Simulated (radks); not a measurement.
# Ionisation of Si: one atom, several choices of exchange strength α

The task here is to estimate one member of a computed series from the others.

Method: scalar-relativistic Kohn-Sham, spin-unpolarised, spherical densities, point nucleus. Code: radks (a radial shooting solver on a logarithmic mesh, Libxc functionals) version 1.

**Starting point**

| Property | Result |
| --- | --- |
| element | silicon (Z = 14) |
| charge | 0 |
| electrons | 14 |
| configuration | [Ne] 3s2 3p2 |
| ion | Si⁺, [Ne] 3s2 3p1 |
| choices | α = 0.568; α = 0.667; α = 0.761; α = 0.823; α = 0.915; α = 0.981 |

Outer shells as boxes (Hund's rule):

Si
```
[Ne] core
3s [↑↓]
3p [↑ ][↑ ][  ]
```

Si⁺
```
[Ne] core
3s [↑↓]
3p [↑ ][  ][  ]
```

The first run:

Input:

```text
Z 14
configuration [Ne] 3s2 3p2
relativity scalar-relativistic
functional xalpha 0.568
spin unpolarised
nucleus point
c 137.035999084
```

Among the steps run: α = 0.568: Si.

One table of the session follows, with a row left open; its other results are not shown here.

From the orbitals of this run (lengths in bohr):

```
level     <r>  outermost maximum (interpolated)  90 % within  nodes
   1s  0.1120                            0.0730        0.200      0
   2s  0.5754                             0.458        0.909      1
   2p  0.5453                             0.390        0.920      0
   3s   2.207                              1.80         3.40      2
   3p       ?                                 ?            ?      ?
```

**Question.** Estimate the row for 3p.

The run gave: <r>: 3.011; outermost maximum (interpolated): 2.22; 90 % within: 4.90; nodes: 1. In the column «<r>» it is the highest.

To keep in mind: Spin polarisation and multiplet splitting are left out, so open shells lie too high by an amount that depends on their filling.
